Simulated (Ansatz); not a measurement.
Task: a single point from an input written key by key of ClFGeH₄Si, SMILES F[SiH](Cl)[GeH3], with Ansatz 0.2.0, Python API. Give the script and its output. Level of theory: MP2, def2-SVP basis, multiplicity 1.

Contents of `input.yaml`:
```yaml
crystal:
  periodic: [false, false, false]
  atoms:
    - { symbol: F, position_ang: [1.7322, -1.3944, 0.8847] }
    - { symbol: Si, position_ang: [1.0959, 0.0869, 0.2159] }
    - { symbol: Cl, position_ang: [2.0017, 0.4513, -1.6354] }
    - { symbol: Ge, position_ang: [-1.1106, -0.0707, -0.1078] }
    - { symbol: H, position_ang: [1.3848, 1.1932, 1.1203] }
    - { symbol: H, position_ang: [-1.878, -0.3327, 1.2549] }
    - { symbol: H, position_ang: [-1.4533, -1.2496, -1.0726] }
    - { symbol: H, position_ang: [-1.6804, 1.2589, -0.7157] }
basis:
  gaussian: { orbitals: def2-SVP }
correlation:
  method: mp2
  electrons: all
output:
  forces: true
```

Script `deck_clfgeh4si.py`:
```python
"""ClFGeH4Si through the session interface."""

import logging
import sys

import ansatz as az
import numpy as np

logging.basicConfig(stream=sys.stdout, format="[%(levelname)s] %(message)s")
logger = logging.getLogger("run")
logger.setLevel(logging.INFO)

session = az.Session.from_deck("input.yaml")
summary = session.plan(threads=1).execute().report

logger.info(f"E = {summary['free_energy_ev']:.6f} eV = {summary['free_energy_ev'] / 27.211386246:.7f} Ha")
print("converged:", summary["converged"], " doubts:", summary["published_state_doubts"] or "none")
symbols = ["F", "Si", "Cl", "Ge", "H", "H", "H", "H"]
print("correlation energy", round(summary["free_energy_ev"] - summary["reference_energy_ev"], 5), "eV")
cluster = summary["correlation"].get("coupled_cluster")
if cluster:
    print("cycles", cluster["cycles"], " T1 diagnostic", round(cluster["t1_diagnostic"], 4), " largest double", round(cluster["largest_double"], 4))

logger.info("forces (eV/A)")
for symbol, f in zip(symbols, summary["forces_ev_ang"]):
    logger.info(f"  {symbol:2s} {f[0]:9.4f} {f[1]:9.4f} {f[2]:9.4f}")
charges = summary["charge_distribution"]
dipole = np.array(charges["dipole_moment_e_ang"]) * 4.803205
logger.info("dipole (D): {:.3f} {:.3f} {:.3f}, length {:.3f}".format(*dipole, np.linalg.norm(dipole)))
logger.info("atom  Mulliken   Lowdin")
for symbol, m, l in zip(symbols, charges["mulliken_charges_e"], charges["lowdin_charges_e"]):
    logger.info(f"{symbol:4s} {m:9.3f} {l:8.3f}")
```

`python deck_clfgeh4si.py` gives:
```text
[INFO] E = -79614.648626 eV = -2925.7843723 Ha
converged: True  doubts: none
correlation energy -19.39938 eV
[INFO] forces (eV/A)
[INFO]   F    -1.0910    2.6669   -1.1859
[INFO]   Si    2.8094   -2.1653    0.4908
[INFO]   Cl   -0.2551   -0.2061    0.7697
[INFO]   Ge   -2.8543   -0.4689   -0.1454
[INFO]   H     0.3803    0.0940    0.2342
[INFO]   H     0.5099    0.1752   -0.8025
[INFO]   H     0.1330    0.5107    0.3644
[INFO]   H     0.3678   -0.6064    0.2747
[INFO] dipole (D): -1.193 1.280 0.272, length 1.771
[INFO] atom  Mulliken   Lowdin
[INFO] F       -0.416   -0.150
[INFO] Si       0.846    0.237
[INFO] Cl      -0.277    0.063
[INFO] Ge       0.137    0.063
[INFO] H       -0.115   -0.095
[INFO] H       -0.062   -0.041
[INFO] H       -0.054   -0.039
[INFO] H       -0.060   -0.038
```

Caveats:
- The settings weren't tested for convergence.
- The geometry is a force-field or estimated start, not a minimum of this method, and the basis set is short of its limit.
- The Löwdin charges here are taken after orthogonalising the functions within each atom; they differ from plain Löwdin charges, and their signs can be unphysical.
- The whole script took 6.4 s on 1 thread of Arm Neoverse V2, on a shared host, peak memory 0.29 GiB.

(Lines on the test bed's own set-up are left out of the output.)
